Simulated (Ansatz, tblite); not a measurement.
# The cluster Mo3H6S8: charged states by level of theory

An exercise on one series of results from a longer session: the logs are not shown, and one member is left open.

The runs use Ansatz 0.2.0, Gaussian basis; as each input shows.

Levels to be run: charge +1 doublet, at the geometry of the singlet (PBE0-D4/def2-TZVP, PBE-D4/def2-TZVP, r2SCAN-D4/def2-TZVP, BLYP-D4/def2-TZVP, PBE-QIDH/def2-TZVP, r2SCAN0-D4/def2-TZVP); charge +1 doublet, relaxed (PBE0-D4/def2-TZVP, PBE-D4/def2-TZVP); charge -1 doublet, at the geometry of the singlet (PBE0-D4/def2-TZVP, PBE-D4/def2-TZVP, r2SCAN-D4/def2-TZVP, BLYP-D4/def2-TZVP, PBE-QIDH/def2-TZVP, r2SCAN0-D4/def2-TZVP); charge -1 doublet, relaxed (PBE0-D4/def2-TZVP, PBE-D4/def2-TZVP); the starting singlet's energies come from earlier runs.

5 further runs of the same task are left out: 5 set aside as unsound or not needed.

## The structure

The singlet was relaxed beforehand with r2SCAN-D4/def2-SVP.

17 atoms, charge 0, spin multiplicity 1.

Atoms are counted from 1 here; the program's logs count them from 0.

Bond lengths: Mo1–Mo2 2.455 Å, Mo1–S4 2.142 Å, Mo1–S6 2.349 Å, Mo1–S7 2.459 Å, Mo2–S5 2.260 Å, Mo2–S8 2.276 Å, Mo2–S9 2.300 Å, Mo3–S5 2.286 Å, Mo3–S7 2.518 Å, Mo3–S10 2.281 Å, Mo3–S11 2.312 Å, S6–H12 1.360 Å, S7–H13 1.360 Å, S8–H14 1.394 Å, S9–H15 1.369 Å, S10–H16 1.368 Å, S11–H17 1.363 Å. Angles: Mo2–Mo1–S4 103.9°, Mo2–Mo1–S6 99.2°, Mo2–Mo1–S7 119.8°, S4–Mo1–S6 117.9°, S4–Mo1–S7 115.5°, S6–Mo1–S7 100.2°, Mo1–Mo2–S5 109.9°, Mo1–Mo2–S8 102.5°, Mo1–Mo2–S9 104.0°, S5–Mo2–S8 110.6°, S5–Mo2–S9 113.4°, S8–Mo2–S9 115.5°, S5–Mo3–S7 136.3°, S5–Mo3–S10 109.4°, S5–Mo3–S11 93.5°, S7–Mo3–S10 113.7°, S7–Mo3–S11 80.0°, S10–Mo3–S11 108.6° and more.

Mo takes a core potential in the def2 sets. No spin-orbit coupling is included.

Set-up of the first run:

in.yaml reads:

```yaml
crystal:
  periodic: [false, false, false]
  atoms:
    - {symbol: Mo, position_ang: [-0.870361, 0.063250, 0.856877]}
    - {symbol: Mo, position_ang: [0.026793, 1.387541, -1.005314]}
    - {symbol: Mo, position_ang: [0.975843, -1.205108, -0.547952]}
    - {symbol: S, position_ang: [0.057333, 0.915477, 2.589147]}
    - {symbol: S, position_ang: [1.097471, 0.034715, -2.464772]}
    - {symbol: S, position_ang: [-3.162753, 0.460512, 0.530579]}
    - {symbol: S, position_ang: [-0.833637, -2.392477, 0.738608]}
    - {symbol: S, position_ang: [1.503645, 2.767459, 0.039983]}
    - {symbol: S, position_ang: [-1.825183, 2.414629, -1.903164]}
    - {symbol: S, position_ang: [2.951428, -1.049859, 0.580635]}
    - {symbol: S, position_ang: [0.933417, -3.218468, -1.683316]}
    - {symbol: H, position_ang: [-3.459803, 0.398272, 1.856414]}
    - {symbol: H, position_ang: [-0.155854, -2.431299, 1.916645]}
    - {symbol: H, position_ang: [1.215375, 2.377615, 1.346731]}
    - {symbol: H, position_ang: [-2.827422, 2.153747, -1.008544]}
    - {symbol: H, position_ang: [2.680680, 0.244302, 0.931970]}
    - {symbol: H, position_ang: [1.693009, -2.920289, -2.774548]}
basis:
  gaussian: {orbitals: def2-TZVP, fitting: {mean_field: def2-universal-jkfit}}
total_charge: 1
magnetization: {spin_polarized: true, initial_magnetization: 1}
hamiltonian: {xc: pbe0, dispersion: d4}
scf: {omitted_lower_state_checks: [starts]}
output: {orbitals: {seedname: orbitals}}
```

Run with:

```sh
$ ansatz run in.yaml --threads 2 --pin off --events-out ev --progress --plain --max-ram 32768MiB --backend cuda --devices 0, --max-vram 18GiB
```

Steps of the session up to this table: Charge +1 doublet at the fixed geometry, PBE0-D4/def2-TZVP; Charge +1 doublet at the fixed geometry, PBE-D4/def2-TZVP; Charge +1 doublet at the fixed geometry, r2SCAN-D4/def2-TZVP; Charge +1 doublet at the fixed geometry, BLYP-D4/def2-TZVP; Charge +1 doublet at the fixed geometry, PBE-QIDH/def2-TZVP; Charge +1 doublet at the fixed geometry, r2SCAN0-D4/def2-TZVP; Relaxing the charge +1 doublet; Charge +1 doublet, PBE0-D4/def2-TZVP; Charge +1 doublet, PBE-D4/def2-TZVP; Charge -1 doublet at the fixed geometry, PBE0-D4/def2-TZVP; Charge -1 doublet at the fixed geometry, PBE-D4/def2-TZVP; Charge -1 doublet at the fixed geometry, r2SCAN-D4/def2-TZVP; Charge -1 doublet at the fixed geometry, BLYP-D4/def2-TZVP; Charge -1 doublet at the fixed geometry, PBE-QIDH/def2-TZVP; Charge -1 doublet at the fixed geometry, r2SCAN0-D4/def2-TZVP.

One of the session's tables, all rows but one given; the rest of the session is left out.

It belongs to the step «Vertical electron affinity». Beside −ε(LUMO) of the starting state:

| level | −ε(LUMO) (eV) | by difference (eV) | mismatch (eV) |
| --- | --- | --- | --- |
| PBE-D4/def2-TZVP | 4.42 | 2.59 | +1.83 |
| BLYP-D4/def2-TZVP | 4.23 | 2.43 | +1.80 |
| r2SCAN-D4/def2-TZVP | ? | ? | ? |
| PBE0-D4/def2-TZVP | 3.88 | 2.79 | +1.09 |
| r2SCAN0-D4/def2-TZVP | 3.90 | 2.89 | +1.01 |

**Question.** Estimate the row for r2SCAN-D4/def2-TZVP.

As computed: −ε(LUMO) (eV): 4.45; by difference (eV): 2.67; mismatch (eV): +1.78. In the column «−ε(LUMO) (eV)» it is the highest.
